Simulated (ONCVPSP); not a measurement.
# Fluorine: generating and testing an ONCV potential

Task: generate the file, and judge it by its errors in other configurations, its logarithmic derivatives, its ghosts and its cutoff.

The numbers are computed with ONCVPSP 4.0.1.1 (patched build) (PBE, scalar-relativistic, spin-unpolarised reference atom).

## (1) Settings

Typed settings, in words:

```
element                 : fluorine (F, Z = 9)
type                    : optimised norm-conserving Vanderbilt (ONCV)
frozen core             : [He]
valence charge          : 7
reference configuration : 2s1 2p6
partial waves           : 2s: rc 0.75 bohr, ncon 4, nbas 8, qcut 10 1/bohr, 3 projectors, debl 1.5 Ha; 2p: rc 0.85 bohr, ncon 4, nbas 8, qcut 11.2 1/bohr, 2 projectors, debl 2 Ha; d scattering state at 0.43 Ha: rc 0.95 bohr, ncon 4, nbas 8, qcut 8.7 1/bohr, 2 projectors, debl 1.3 Ha
local potential         : polynomial inside 0.50 bohr (lpopt 3, dvloc0 3 Ha)
core correction         : polynomial model core, fcfact 0.15
```

The outer shells as boxes (Hund's rule for the drawing; the calculation is spin-unpolarised):

```
[He] core
2s [↑ ]
2p [↑↓][↑↓][↑↓]
```

## (2) The generation run

Contents of F.dat:

```
# ATOM AND REFERENCE CONFIGURATION
# atsym  z   nc   nv     iexc    psfile
  F 9.00    1    2        4      upf
#
#   n    l    f
    1    0    2.00
    2    0    1.00
    2    1    6.00
#
# PSEUDOPOTENTIAL AND OPTIMIZATION
# lmax
    2
#
#   l,   rc,      ep,       ncon, nbas, qcut
    0    0.75    0.00    4    8   10.00
    1    0.85    0.00    4    8   11.20
    2    0.95    0.43    4    8    8.70
#
# LOCAL POTENTIAL
# lloc, lpopt,  rc(5),   dvloc0
    4    3    0.50    3.00
#
# VANDERBILT-KLEINMAN-BYLANDER PROJECTORs
# l, nproj, debl
    0    3    1.50
    1    2    2.00
    2    2    1.30
#
# MODEL CORE CHARGE
# icmod, fcfact, rcfact
    1    0.15    0.00
#
# LOG DERIVATIVE ANALYSIS
# epsh1, epsh2, depsh
   -3.00    5.00    0.02
#
# OUTPUT GRID
# rlmax, drl
    6.00    0.01
#
# TEST CONFIGURATIONS
# ncnf
    4
# nvcnf
#   n    l    f
    2
    2    0    2.00
    2    1    5.00
#
    2
    2    0    2.00
    2    1    4.00
#
    2
    2    0    2.00
    2    1    3.00
#
    2
    2    0    2.00
    2    1    1.00
#
```

Command:

```console
oncvpsp.x < F.dat > F.out
```

**Question.** What will these runs give? Wanted: cutoffs for 1 and 0.1 mHa per electron, occupied waves; bound ghosts; GHOST(+) flags; largest test error; largest phase difference near zero energy, channels read; rms error of d²Exc/dn², without and with the model core.

The runs gave:

| quantity | value |
| --- | --- |
| cutoffs for 1 and 0.1 mHa per electron, occupied waves | 62 Ha and 246 Ha |
| bound ghosts | s at -1183.43 eV |
| GHOST(+) flags | none at low energy |
| largest test error (AE − PS) | +645 meV, for 2s2 2p1 |
| largest phase difference near zero energy, channels read | 0.000 rad |
| rms error of d²Exc/dn², without and with the model core | 1.58 and 1.31 mHa |

In words: A bound ghost (s) makes it unfit for use: electrons can fall into a state that the atom doesn't have. By total energies transferability is poor: the largest error is 645 meV on 185.4 eV, for 2s2 2p1. That test lies far up in energy; among those under 40 eV, nearer to bonding, the largest error is 88 meV. The potential is hard: the looser tolerance needs 62 Ha. The tighter tolerance needs 246 Ha, and converged work needs a cutoff nearer that. At the looser tolerance the 2p wave is the slowest; 2s needs 50 Ha. Near zero energy the phases of the channels with partial waves agree within 0.001 rad.
